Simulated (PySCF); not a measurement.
# CH6BF2OP: the cost of one run

Programs: PySCF 2.14.0, with density-fitted response routines of our own. Each step states its level of theory. These are calculated values for one molecule in the gas phase, unless marked as measured. Atoms count from 0, in the outputs and in this text.

## 1. Starting geometry

12 atoms, charge 0, multiplicity 1; geometry from: GFN2-xTB. The atoms were then displaced at random by about 0.01 Å, so the start is not that level's minimum.

Bonds of the start (Å): F0–C1 1.45, C1–F2 1.36, C1–O3 1.33, O3–B4 1.44, B4–P5 2.00, C1–H6 1.11, B4–H7 1.20, B4–H8 1.16, P5–H9 1.38, P5–H10 1.38, P5–H11 1.39.

## 2. Relaxing the molecule at PBE0-D3(BJ)/def2-SVP

The job: settings as JSON, then the geometry in Å.

```
{"job": {"xc": "PBE0", "basis": "def2-SVP", "d3": "d3bj", "grid": 1, "shake": 0.01, "kind": "geom"}, "charge": 0, "multiplicity": 1}
F     -0.995950    -1.140860     0.661140
C     -1.680850    -0.137290    -0.125660
F     -2.695780    -0.812580    -0.721620
O     -0.828840     0.376470    -1.009950
B      0.322940     1.070920    -0.491510
P      1.457370    -0.426360     0.187910
H     -2.106810     0.559170     0.619650
H      0.119290     1.801770     0.436400
H      0.921360     1.552540    -1.365700
H      2.836830    -0.308020     0.160580
H      1.328710    -1.580290    -0.550820
H      1.361420    -0.983730     1.455320
```

Command:

```sh
OMP_NUM_THREADS=1 python probes_run.py task.json out
```

This one command runs all jobs of the session in turn.

**Question.** How long does this first job take on 1 thread of Arm Neoverse V2, shared host, and how much memory does it need?

About 46 s, with a peak of 0.51 GiB.
